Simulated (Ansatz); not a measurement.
# MoS2 under changes of volume

One of the cells (17.732 Å³/atom); the others are scaled copies at fixed shape and fractional positions:

```
CELL_PARAMETERS angstrom
3.16100 0.00000 0.00000
-1.58050 2.73751 0.00000
0.00000 0.00000 12.29500
ATOMIC_POSITIONS crystal
Mo 0.33333 0.66667 0.25000
Mo 0.66667 0.33333 0.75000
S 0.33333 0.66667 0.62750
S 0.66667 0.33333 0.12750
S 0.33333 0.66667 0.87250
S 0.66667 0.33333 0.37250
```

```yaml
Program: Ansatz 0.2.0
Functional: PBE
Potentials_or_basis: all-electron LAPW, scalar-relativistic
Cutoff: 272 eV (chosen from the basis error)
Basis_error_allowed: 0.001 eV/atom
k_mesh: 10 × 10 × 3
Occupations: fermi-dirac, width 0.05 eV
Spin: no spin polarisation
```

```tsv
volume (Å³/atom)	energy over the lowest point (meV/atom)	pressure (GPa)	largest force (eV/Å)
16.668	125.44	21.2	2.480
17.023	83.58	16.7	2.027
17.377	51.25	12.6	1.606
17.732	27.53	8.9	1.216
18.087	11.57	5.6	0.854
18.441	?	?	?
18.796	0.00	-0.1	0.205
```

What does the run at 18.441 Å³/atom give?

Energy over the lowest point 2.62 meV/atom; pressure 2.6 GPa; largest force 0.518 eV/Å.

Worked out: A Birch-Murnaghan fit of order 3 (a polynomial in V^(-2/3)) to the other rows has its minimum at 18.77 Å³/atom with B0 = V·E''(V) = 138 GPa and B' = 4.3 at fixed shape and positions, which overstates the stiffness. It gives 2.62 meV/atom at 18.441 Å³/atom, against the run's 2.62, and -dE/dV = 2.6 GPa, against 2.6.

Energies are extrapolated to zero smearing.

Caveats: this functional lacks dispersion, which binds the layers, so the pressure and a relaxed spacing across them are unreliable; forces of over 1 eV/Å show positions far from the minimum, so gaps and moduli don't describe the material at rest (some runs).
